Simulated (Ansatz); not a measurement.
This script makes the interaction energy of a dimer with the counterpoise correction of H3NOSi, SMILES N[Si]O with Ansatz 0.2.0 through its Python package.

`h3nosi.py`:
```python
# -*- coding: utf-8 -*-
import ansatz

params = {
    'basis_set': 'cc-pVDZ',
    'functional': 'hf',
}

FIRST = [
    ('N', (-0.8283, 0.003, -0.2548)),
    ('Si', (0.6304, -0.6052, -0.6716)),
    ('O', (1.4819, -0.1858, 0.6496)),
    ('H', (-1.4844, -0.1158, -1.0062)),
    ('H', (-0.8069, 1.0542, -0.2073)),
    ('H', (1.0075, -0.1506, 1.4903)),
]
SECOND = [
    ('N', (4.7665, -2.364, -2.0342)),
    ('Si', (3.4287, -2.4033, -2.9723)),
    ('O', (2.3831, -3.0687, -1.9185)),
    ('H', (5.553, -2.0271, -2.5606)),
    ('H', (5.1087, -3.3342, -1.812)),
    ('H', (2.5153, -2.8763, -0.9812)),
]

def energy(atoms, ghosts=()):
    molecule = ansatz.Crystal.molecule()
    for symbol, xyz in atoms:
        molecule = molecule.atom(symbol, xyz)
    calc = (
        molecule.calculation()
        .basis(gaussian=params['basis_set'])
        .functional(params['functional'])
    )
    deck = calc.input()
    if ghosts:
        deck = deck.set(ansatz.key.basis.gaussian.ghost_atoms, [{'symbol': s, 'position_ang': list(xyz)} for s, xyz in ghosts])
    return ansatz.Session.from_dict(deck).plan().execute().report['free_energy_ev']


def main():
    both = energy(FIRST + SECOND)
    alone = energy(FIRST) + energy(SECOND)
    ghosted = energy(FIRST, SECOND) + energy(SECOND, FIRST)
    print(f'dimer {both:.6f} eV')
    print(f'interaction, uncorrected   {23.060548 * (both - alone):8.3f} kcal/mol')
    print(f'interaction, counterpoise  {23.060548 * (both - ghosted):8.3f} kcal/mol')
    print(f'basis-set superposition    {23.060548 * (alone - ghosted):8.3f} kcal/mol')


if __name__ == '__main__':
    main()
```

How large is the interaction at this pose, and how much of it is basis-set superposition?

Uncorrected it is 4.083 kcal/mol, with the counterpoise correction 5.561 kcal/mol; the difference, 1.48 kcal/mol, is the superposition error. In this basis both values are repulsive.

The output:

```console
$ python h3nosi.py
dimer -22857.859257 eV
interaction, uncorrected      4.083 kcal/mol
interaction, counterpoise     5.561 kcal/mol
basis-set superposition       1.477 kcal/mol
```

Caveats:
- Total energies depend on the basis set; only differences at equal settings carry meaning.
- The dimer is a generated trial pose of unrelaxed monomers, not a minimum, so the figure is no binding energy, and the basis set is small.
- Hartree-Fock leaves correlation out, so bond, atomisation and ionisation energies come out well too low.
- This level lacks the dispersion part of the attraction (electrostatics and induction are there), which can decide the sign where the interaction is weak.
- Timing: 4.7 s on 1 thread of Intel(R) Xeon(R) 6975P-C (Granite Rapids), with other jobs on the host, peak memory 0.29 GiB.

(A comment or docstring line of the script was reworded after the run, the code is as it ran; lines on the test bed's own set-up are left out of the output.)
